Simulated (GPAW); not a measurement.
# W3N4 (Cmmm) in GPAW: notebook

Runs on W3N4. Level: PBEsol. Tasks: band structure.

Program: GPAW 26.7.0. These are calculated values, not measurements. Logs are shortened: lines on timing, memory, paths and dates and some standing lists are left out, and cuts for length are marked. The log counts tension as positive stress, the text compression.

## (1) The structure

Symmetry: Cmmm, No. 65, orthorhombic system. The conventional cell has a = 5.713 Å, b = 5.946 Å, c = 4.122 Å, α = 90.00°, β = 90.00°, γ = 90.00°. Around W (site symmetry 2/m) lie 6 N at 2.06 Å. Around W (site symmetry mmm) lie 6 N at 2.06 Å. N (site symmetry mmm) is surrounded by 4 W at 2.06 Å. Around N (site symmetry 2/m) lie 4 W at 2.06 Å. N (site symmetry mmm) has 6 W at 2.06 Å as nearest neighbours.

## (2) Band structure, PBEsol, 10.00 Å³/atom

Contents of run.py:

```python
from ase import Atoms
from ase.dft.bandgap import bandgap
from ase.io import write
from ase.units import GPa
from gpaw import GPAW, PW, setup_paths

setup_paths.insert(0, '.')

atoms = Atoms(['W', 'W', 'W', 'N', 'N', 'N', 'N'],
              cell=[[4.122, -0.08244, 0.0],
                    [-0.08244, 4.122, 0.0],
                    [0.0, 0.0, 4.122]],
              scaled_positions=[[0.5, 0.0, 0.5],
                                [0.0, 0.5, 0.5],
                                [0.5, 0.5, 0.0],
                                [0.0, 0.0, 0.5],
                                [0.0, 0.5, 0.0],
                                [0.5, 0.0, 0.0],
                                [0.5, 0.5, 0.5]],
              pbc=True)

calc = GPAW(mode=PW(800),
            xc='PBEsol',
            kpts={'size': (5, 5, 5), 'gamma': True},
            occupations={'name': 'fermi-dirac', 'width': 0.05},
            nbands=55,
            convergence={'density': 1e-05, 'energy': 1e-05},
            maxiter=150,
            txt='gpaw.txt')
atoms.calc = calc
energy = atoms.get_potential_energy()
forces = atoms.get_forces()
stress = atoms.get_stress()
calc.write('gs.gpw')
write('result.traj', atoms)
print(f'Energy: {energy:.6f} eV')
print('Forces (eV/A):')
print(forces.round(4))
print('Stress (GPa):', (stress / GPa).round(3))
print('Fermi level:', round(calc.get_fermi_level(), 4), 'eV')
print(f'Gap: {bandgap(calc)[0]:.4f} eV, direct: {bandgap(calc, direct=True)[0]:.4f} eV')

path = atoms.cell.bandpath('GXSRAZGYX1A1TY,ZT', npoints=80, eps=1e-4)
bs_calc = calc.fixed_density(kpts=path, symmetry='off', nbands=77,
                             convergence={'bands': 'CBM+6.0', 'eigenstates': 1e-6}, txt='bands.txt')
bs = bs_calc.band_structure()
bs.write('bs.json')
print(f'Gap on the path: {bandgap(bs_calc)[0]:.4f} eV')
```

Potentials or basis: PAW data sets generated in the run's folder for this functional, pw.

Started as:

```console
$ gpaw-setup -f PBEsol N W
$ OMP_NUM_THREADS=1 python run.py
```

gpaw.txt:

```text
__  _  _
 | _ |_)|_||  |
 |__||  | ||/\| - 26.7.0

Input parameters:
  mode=PW(ecut=800.0),
  convergence={'density': 1e-05, 'energy': 1e-05},
  kpts=MonkhorstPack(size=(5, 5, 5), gamma=True),
  maxiter=150,
  nbands=55,
  occupations=Occupations(name='fermi-dirac', width=0.05),
  xc=XC(name='PBEsol')

Diagonalizing LCAO Hamiltonian
Converting LCAO to pw mode

         W    N
       N    W
         N    W
            N

Atoms  # Å, Bohr magnetons
|   | symbol |         x |         y |        z |    initial magnetic moments |
|---|--------|-----------|-----------|----------|-----------------------------|
| 0 |      W |  2.061000 | -0.041220 | 2.061000 | ( 0.0000,  0.0000,  0.0000) |
| 1 |      W | -0.041220 |  2.061000 | 2.061000 | ( 0.0000,  0.0000,  0.0000) |
| 2 |      W |  2.019780 |  2.019780 | 0.000000 | ( 0.0000,  0.0000,  0.0000) |
| 3 |      N |  0.000000 |  0.000000 | 2.061000 | ( 0.0000,  0.0000,  0.0000) |
| 4 |      N | -0.041220 |  2.061000 | 0.000000 | ( 0.0000,  0.0000,  0.0000) |
| 5 |      N |  2.061000 | -0.041220 | 0.000000 | ( 0.0000,  0.0000,  0.0000) |
| 6 |      N |  2.019780 |  2.019780 | 2.061000 | ( 0.0000,  0.0000,  0.0000) |

Unit cell  # Å
| periodic |         x |         y |        z |  lengths |    angles |
|----------|-----------|-----------|----------|----------|-----------|
|      yes |  4.122000 | -0.082440 | 0.000000 | 4.122824 | 90.000000 |
|      yes | -0.082440 |  4.122000 | 0.000000 | 4.122824 | 90.000000 |
|      yes |  0.000000 |  0.000000 | 4.122000 | 4.122000 | 92.291526 |

Number of symmetries: 8
Symmetry operations  # r_c * U_cc + t_c -> r_c
|   | kind |            matrix            |
|---|------|------------------------------|
| 0 |  E   |  1, 0, 0,  0, 1, 0,  0, 0, 1 |
| 1 |  σ   |  1, 0, 0,  0, 1, 0,  0, 0,-1 |
| 2 |  σ   |  0, 1, 0,  1, 0, 0,  0, 0, 1 |
| 3 |  C2  |  0, 1, 0,  1, 0, 0,  0, 0,-1 |
| 4 |  σ   |  0,-1, 0, -1, 0, 0,  0, 0, 1 |
| 5 |  C2  |  0,-1, 0, -1, 0, 0,  0, 0,-1 |
| 6 |  C2  | -1, 0, 0,  0,-1, 0,  0, 0, 1 |
| 7 |  i   | -1, 0, 0,  0,-1, 0,  0, 0,-1 |

BZ-sampling:
  Number of BZ points: 125
  Number of IBZ points: 27

  Monkhorst-Pack size: [5, 5, 5]
  Monkhorst-Pack shift: [0, 0, 0]

K-points  # in reciprocal-cell coordinates
|     |                                coordinates |     weight |
|-----|--------------------------------------------|------------|
|   0 | (  0.00000000,   0.00000000,   0.00000000) | 0.00800000 |
|   1 | (  0.00000000,   0.00000000,   0.20000000) | 0.01600000 |
|   2 | (  0.00000000,   0.00000000,   0.40000000) | 0.01600000 |
|   3 | (  0.20000000,  -0.20000000,   0.00000000) | 0.01600000 |
|   4 | (  0.20000000,  -0.20000000,   0.20000000) | 0.03200000 |
|   5 | (  0.20000000,  -0.20000000,   0.40000000) | 0.03200000 |
|   6 | (  0.20000000,   0.00000000,   0.00000000) | 0.03200000 |
|   7 | (  0.20000000,   0.00000000,   0.20000000) | 0.06400000 |
|   8 | (  0.20000000,   0.00000000,   0.40000000) | 0.06400000 |
|   9 | (  0.20000000,   0.20000000,   0.00000000) | 0.01600000 |
| ... |                                            |            |
|  26 | (  0.40000000,   0.40000000,   0.40000000) | 0.03200000 |

Plane wave coefficients: 3627
Cutoff: 800.0 eV

Spin-components: 1 (collinear spins)
Bands:           55
Projectors:      38
Spin-degeneracy: 2
Datatype:        complex128

Parallelization:
  kpt:    1
  domain: 1
  band:   1

Density:
  Valence electrons: 62.0
  Components: 1
  Grid points: [27 27 27]
  Charge: 0.0  # |e|

Potential:
  Grid points: [27 27 27]

species:
  W:
    name:    Tungsten
    Z:       74.0
    valence: 14
    core:    60
    charge:  0.0  # [|e|]
    compensation charges:
      type: gauss
      rc: 0.40  # [Å]
      lmax: 2
    cutoffs:
      filter: 2.36  # [Å]
      core: 3.02  # [Å]
    projectors
    | kind |    occ | energy [eV] | rcut [Å] |
    |------|--------|-------------|----------|
    |   5s |  2.000 |     -78.864 |    1.344 |
    |   6s |  2.000 |      -5.730 |    1.344 |
    |   5p |  6.000 |     -43.252 |    1.355 |
    |   6p |  0.000 |      -1.338 |    1.355 |
    |   5d |  4.000 |      -4.526 |    1.228 |
    |    d |        |      22.686 |    1.228 |

    Using partial waves for W as LCAO basis

  N:
    name:    Nitrogen
    Z:       7.0
    valence: 5
    core:    2
    charge:  0.0  # [|e|]
    compensation charges:
      type: gauss
      rc: 0.18  # [Å]
      lmax: 2
    cutoffs:
      filter: 1.11  # [Å]
      core: 0.96  # [Å]
    projectors
    | kind |    occ | energy [eV] | rcut [Å] |
    |------|--------|-------------|----------|
    |   2s |  2.000 |     -18.455 |    0.603 |
    |   2p |  3.000 |      -7.035 |    0.529 |
    |    s |        |       8.756 |    0.603 |
    |    p |        |      20.177 |    0.529 |
    |    d |        |       0.000 |    0.577 |

    Using partial waves for N as LCAO basis

Reference energy: -1321832.193880  # eV

eigensolver:
  PPCG
  Converge bands: occupied
  niter=2

density mixing:
  MSR1-Mixer
  Pratt-step length: 0.05
  Maximum mixing coefficient: 0.75
  Old densities: 10
  SVD Regularization: 0.005
  Good broyden scale: 1.0
  Trust region scale: 1.0
  Backstep threshold: 4.0
  History deletion threshold: 6.0
  Fourier metric: weight=20.0, sigma=0.015

occupation numbers:
  Fermi-Dirac:
    width: 0.0500  # eV

poisson solver:
  ecut: 6400.0  # eV

xc functional:
  name: PBEsol with 2 nearest neighbor stencil

convergence criteria:
- Maximum integral of absolute [dens]ity change: 1e-05 electrons / valence electron
- Maximum [total energy] change in last 3 cyles: 1e-05 eV / valence electron
- Maximum integral of absolute [eigenst]ate change: 4e-08 eV^2 / valence electron
maximum number of iterations: 150

SCF iterations
|iter     | |      energy | eigst |  dens |
|---------|-|-------------|-------|-------|
|iter:   1| |  -80.551724 | +0.20 |       |
|iter:   2| |  -78.439047 | -1.87 | -0.89 |
|iter:   3| |  -73.735830 | -0.91 | -0.95 |
|iter:   4| |  -73.616101 | -2.53 | -1.60 |
|iter:   5| |  -73.649494 | -2.98 | -1.85 |
|iter:   6| |  -73.611065 | -3.37 | -2.01 |
|iter:   7| |  -73.610861 | -4.60 | -2.71 |
|iter:   8| |  -73.610829c| -5.51 | -3.15 |
|iter:   9| |  -73.610836c| -6.13 | -3.52 |
|iter:  10| |  -73.610830c| -7.41c| -4.18 |
|iter:  11| |  -73.610831c| -8.02c| -4.61 |
|iter:  12| |  -73.610830c| -8.29c| -4.96 |
|iter:  13| |  -73.610831c| -8.67c| -5.61c|

Converged in 13 steps
Energy contributions relative to reference atoms: (reference = -1321832.193880)

Energy contributions:
  Kinetic:          80.312420
  Coulomb:         -79.756014
  Zero:              0.366175
  External:          0.000000
  Xc:              -74.528659
  Entropy:          -0.009506
  Spinorbit:         0.000000
  ----------------------------
  Free energy:     -73.615583
  Extrapolated:    -73.610831

dipole moment: (-35.114228, -35.114228, -35.831108)  # |e|*Ang

Fermi level: 14.318
Eigenvalues  # (at kpt = [0.000, 0.000, 0.000])
| band index |      eig [eV] | occ [0-2] |
|------------|---------------|-----------|
|          0 |       -61.111 |     2.000 |
|        ... |               |           |
|         28 |        12.069 |     2.000 |
|         29 |        12.202 |     2.000 |
|         30 |        12.354 |     2.000 |
|         31 |        13.215 |     2.000 |
|         32 |        13.450 |     2.000 |
|         33 |        13.749 |     2.000 |
[... 8 lines left out ...]
|         42 |        18.833 |     0.000 |
|         43 |        20.269 |     0.000 |
|        ... |               |           |
|         54 |        34.320 |     0.000 |

No gap
No difference between direct/indirect transitions

Forces  # eV/Ang
|       x |       y |       z |
|---------|---------|---------|
| 0.00000 | 0.00000 | 0.00000 |  # W    0
| 0.00000 | 0.00000 | 0.00000 |  # W    1
| 0.00000 | 0.00000 | 0.00000 |  # W    2
| 0.00000 | 0.00000 | 0.00000 |  # N    3
| 0.00000 | 0.00000 | 0.00000 |  # N    4
| 0.00000 | 0.00000 | 0.00000 |  # N    5
| 0.00000 | 0.00000 | 0.00000 |  # N    6

Stress tensor  # eV/Ang^3
|         x |         y |         z |
|-----------|-----------|-----------|
| -0.096339 | -0.032984 |  0.000000 |
| -0.032984 | -0.096339 |  0.000000 |
|  0.000000 |  0.000000 | -0.093342 |

# Writing to gs.gpw (mode='')
```

Run time: 3.5 min. Hardware: 1 thread of Intel Xeon Platinum 8488C (Sapphire Rapids), shared host; peak memory 0.78 GiB.

Results:

| Property | Result |
| --- | --- |
| Free energy | -73.6156 eV |
| Pressure | 15.3 GPa |
| Band gap along the path | none (metal or under the smearing width) |

Caveat: the density grid can change from cell to cell, which puts small steps into energies and stress; spin-orbit coupling is left out, which moves the levels of the heavy elements.

## (3) Band structure, PBEsol, 10.00 Å³/atom

run.py: that of step 2 with these lines changed.

```diff
@@ -9,4 +9,4 @@
 atoms = Atoms(['W', 'W', 'W', 'N', 'N', 'N', 'N'],
-              cell=[[4.122, -0.08244, 0.0],
-                    [-0.08244, 4.122, 0.0],
+              cell=[[4.122, -0.04122, 0.0],
+                    [-0.04122, 4.122, 0.0],
                     [0.0, 0.0, 4.122]],
```

Potentials or basis: PAW data sets generated in the run's folder for this functional, pw.

Started as:

```console
$ gpaw-setup -f PBEsol N W
$ OMP_NUM_THREADS=1 python run.py
```

Wall time 3.5 min (1 thread of Intel Xeon Platinum 8488C (Sapphire Rapids), shared host); peak memory 0.78 GiB.

It converged, with:

- Free energy: -73.6550 eV
- Pressure: 15.1 GPa
- Band gap along the path: none (metal or under the smearing width)

Caveat: the density grid can change from cell to cell, which puts small steps into energies and stress; spin-orbit coupling is left out, which moves the levels of the heavy elements.
